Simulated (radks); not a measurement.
**Tl⁺ in [Xe] 4f14 5d8 6s2 5f2: an all-electron calculation**

What are the levels of the thallium ion Tl+, how large are its shells, and how does its energy divide?

Method: Dirac Kohn-Sham, LDA (Slater exchange, Perdew-Wang correlation), spin-unpolarised, spherical densities, finite nucleus; open shells are shared between the two j in proportion to 2j + 1. Code: radks (a radial shooting solver on a logarithmic mesh, Libxc functionals) version 1.

## (1) Starting point

* element: thallium (Z = 81)
* charge: +1
* electrons: 80
* configuration: [Xe] 4f14 5d8 6s2 5f2
* nuclear rms radius: 5.4759 fm

The outer shells:

Tl⁺
```
[Xe] core
4f [↑↓][↑↓][↑↓][↑↓][↑↓][↑↓][↑↓]
5d [↑↓][↑↓][↑↓][↑ ][↑ ]
6s [↑↓]
5f [↑ ][↑ ][  ][  ][  ][  ][  ]
```

## (2) The calculation

Settings of this run:

```text
Z 81
configuration [Xe] 4f14 5d8 6s2 5f2
relativity Dirac
functional lda,pw
spin unpolarised
j_filling average
nucleus finite rms 5.4759 fm
c 137.035999084
```

Started as:

```bash
> python run_ks.py task.json out
```

The same process makes all the runs of this session.

What does the calculation give?

The runs gave:

| quantity | value |
| --- | --- |
| total energy | -20270.1365 hartree |
| exchange-correlation share of it | 1.82 % |
| −T/E | 1.1574 |
| highest occupied level | 5f7/2, -3.134 eV |
| most extended occupied level | 5f7/2, <r> = 5.79 bohr |
| radius at density 0.001 e/bohr³ | 5.17 bohr |
| maxima of the radial density | 4 |

6 principal shells are occupied and 4 maxima appear in the radial density; where shells overlap, one shows as a shoulder or not at all. −T/E is 1.157: with relativity the kinetic term as defined here no longer equals −E. This is not the tabulated ground configuration, so its levels and sizes aren't those of the ground state, and no measured value stands beside it.
